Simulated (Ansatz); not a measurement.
# ScGa3As2: the cost of one run

Method: DFT PBE, scalar-relativistic, plane waves, PAW, in Ansatz 0.2.0.

### Step 1. The starting structure

The structure is tetragonal, space group P4mm (No. 99). The conventional cell has a = 4.309 Å, b = 4.309 Å, c = 6.760 Å, α = 90.00°, β = 90.00°, γ = 90.00°. Sc (site symmetry 4mm) has 4 Ga at 2.16 Å in its first shell of neighbours. Ga (site symmetry 2mm) is surrounded by 2 Sc at 2.16 Å. Around Ga (site symmetry 4mm) lie 4 As at 2.29 Å. As (site symmetry 2mm) has 2 Ga at 2.29 Å in its first shell of neighbours.

Structure file:

```cif
data_structure
_symmetry_space_group_name_H-M 'P4mm'
_symmetry_Int_Tables_number 99
_cell_length_a 4.3087
_cell_length_b 4.3087
_cell_length_c 6.7598
_cell_angle_alpha 90.000
_cell_angle_beta 90.000
_cell_angle_gamma 90.000
_cell_volume 125.49
loop_
_atom_site_label
_atom_site_type_symbol
_atom_site_symmetry_multiplicity
_atom_site_Wyckoff_symbol
_atom_site_fract_x
_atom_site_fract_y
_atom_site_fract_z
_atom_site_occupancy
Sc1 Sc 1 a 0.00000 0.00000 0.17366 1
Ga1 Ga 2 c 0.50000 0.00000 0.20444 1
Ga2 Ga 1 b 0.50000 0.50000 0.64417 1
As1 As 2 c 0.50000 0.00000 0.75826 1
```

Recipe of the guess: random cell by space group and Wyckoff sites (P4mm, No. 99). Lengths come from tabulated atomic sizes and are only a guess.

### Step 2. A first look at the guess

File input.yaml:

```yaml
crystal:
  lattice:
    - [4.30870809, 0.0, 0.0]
    - [0.0, 4.30870809, 0.0]
    - [0.0, 0.0, 6.75975982]
  atoms:
    - { symbol: Sc, position: [0.0, 0.0, 0.17365918] }
    - { symbol: Ga, position: [0.5, 0.0, 0.20443609] }
    - { symbol: Ga, position: [0.0, 0.5, 0.20443609] }
    - { symbol: Ga, position: [0.5, 0.5, 0.64417086] }
    - { symbol: As, position: [0.5, 0.0, 0.7582584] }
    - { symbol: As, position: [0.0, 0.5, 0.7582584] }
basis:
  ecutwfc: 420
kpoints:
  mp_grid: { grid: [4, 4, 4] }
hamiltonian:
  xc: pbe
scf:
  occupations: { method: gaussian, width: 0.1 }
  lower_state_search: "off"
output:
  forces: true
  stress: true
  eigenvalues: true
```

Run with:

```sh
$ ansatz run input.yaml --threads 1 --pin off --max-ram 2560MiB --backend cpu --events-out ev --progress --plain --runs-dir out
```

**Question.** How long does this run take on 1 thread of Arm Neoverse N1, shared host, and how much memory does it need?

About 18 s, with a peak of 0.39 GiB.
